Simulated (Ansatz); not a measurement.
# AgB2: a single-point run

Aim: a sound single-point run of AgB2. The structure is shown as the input types it.

Program: Ansatz 0.2.0. Level of theory: DFT, PBE, all-electron LAPW, scalar-relativistic. These are calculated values, not measurements.

## (1) The system as given

The structure is hexagonal, space group P6/mmm (No. 191). Conventional cell: a = 3.000 Å, b = 3.000 Å, c = 3.240 Å, α = 90.00°, β = 90.00°, γ = 120.00°. Ag (site symmetry 6/mmm) is surrounded by 12 B at 2.37 Å. Around B (site symmetry -6m2) lie 3 B at 1.73 Å and 6 Ag at 2.37 Å.

As a file:

```
Ag B
1.0
     3.00000    0.00000    0.00000
    -1.50000    2.59808    0.00000
     0.00000    0.00000    3.24000
Ag B
1 2
Direct
  0.00000 0.00000 0.00000
  0.33333 0.66667 0.50000
  0.66667 0.33333 0.50000
```

## (2) Input and run

Contents of input.yaml:

```yaml
crystal:
  lattice:
    - [3.0000016405, 0.0, 0.0]
    - [-1.5000008203, 2.5980776321, 0.0]
    - [0.0, 0.0, 3.24]
  atoms:
    - { symbol: Ag, position: [0.0, 0.0, 0.0] }
    - { symbol: B, position: [0.3333333333, 0.6666666667, 0.5] }
    - { symbol: B, position: [0.6666666667, 0.3333333333, 0.5] }
kpoints:
  mp_grid: { grid: [16, 16, 13] }
  band_path:
    path:
      - [0.0, 0.0, 0.0]
      - [0.5, 0.0, 0.0]
      - [0.3333333333, 0.3333333333, 0.0]
      - [0.0, 0.0, 0.0]
      - [0.0, 0.0, 0.5]
      - [0.5, 0.0, 0.5]
      - [0.3333333333, 0.3333333333, 0.5]
      - [0.0, 0.0, 0.5]
      - [0.5, 0.0, 0.5]
    npoints: 14
scf:
  occupations: { method: fermi_dirac, width: 0.05 }
  mixing: { algorithm: anderson, beta: 0.005, ndim: 1 }
  max_iter: 60
hamiltonian:
  xc: pbe
  pseudopotentials: { kind: all_electron, lapw: { basis_error: 0.001 } }
output:
  forces: true
  stress: true
  eigenvalues: true
  populations: true
```

Started as:

```console
$ ansatz run input.yaml --threads 1 --pin off --max-ram 3072MiB --backend cpu --events-out ev --progress --plain --runs-dir out
```

What happens when this is run?

The program finished normally. It gives a pressure of 54 GPa, which is large; a structure far from rest gives such values too, whatever the setting.

In the input, scf.mixing.algorithm is anderson; scf.mixing.beta is 0.005; scf.mixing.ndim is 1. What could go wrong: mixing too weak. The residual crept for many cycles and then fell at once, which so weak a step can't do by itself: the program changed its mixing. Several mixing settings were changed at once, so this run can't tell how much each is to blame.

Run again and compare: delete scf.mixing.algorithm, scf.mixing.beta and scf.mixing.ndim (the default then holds).
